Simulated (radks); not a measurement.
# Ionisation of Er: one atom, several choices of relativity

An exercise on one series of results from a longer session: the logs are not shown, and one member is left open.

Method: Kohn-Sham, PBE, spin-unpolarised, spherical densities. Code: radks (a radial shooting solver on a logarithmic mesh, Libxc functionals) version 1.

2 further runs of the same task are left out: 1 that didn't finish, 1 set aside as unsound or not needed.

## What is computed

```
element       : erbium (Z = 68)
charge        : 0
electrons     : 68
configuration : [Xe] 4f12 6s2
ion           : Er⁺, [Xe] 4f12 6s1
choices       : non-relativistic; scalar-relativistic; Dirac, 2j+1 shares; Dirac, low j first; scalar-relativistic, finite nucleus; Dirac, 2j+1 shares, finite nucleus; Dirac, c × 10; Dirac, c × 5
```

The first run:

Settings of this run:

```text
Z 68
configuration [Xe] 4f12 6s2 5d0 6p0
relativity non-relativistic
functional pbe,pbe
spin unpolarised
nucleus point
```

The run is started by

```console
$ python run_ks.py task.json out
```

This one command runs every case of the session in turn.

Among the steps run: non-relativistic: Er.

One of the session's tables, all rows but one given; the rest of the session is left out.

It belongs to the step «non-relativistic: Er». Sizes of the orbitals, from the radial functions (bohr):

```
level     <r>  outermost maximum (interpolated)  90 % within  nodes
   4p  0.5571                             0.511        0.810      2
   4d  0.5858                             0.514        0.880      1
   5s   1.361                              1.21         1.97      4
   5p   1.550                              1.32         2.29      3
   4f  0.7849                             0.501         1.36      0
   6s   4.322                              3.68         6.40      5
   5d       ?                                 ?            ?      ?
   6p   5.843                              4.78         8.84      4
```

**Question.** Estimate the row for 5d.

The run gave: <r>: 3.229; outermost maximum (interpolated): 1.99; 90 % within: 5.54; nodes: 2. In the column «<r>» it lies between 5p (1.550) and 6s (4.322).

Limits of these values: Spin polarisation and multiplet splitting of open shells are left out at every level.
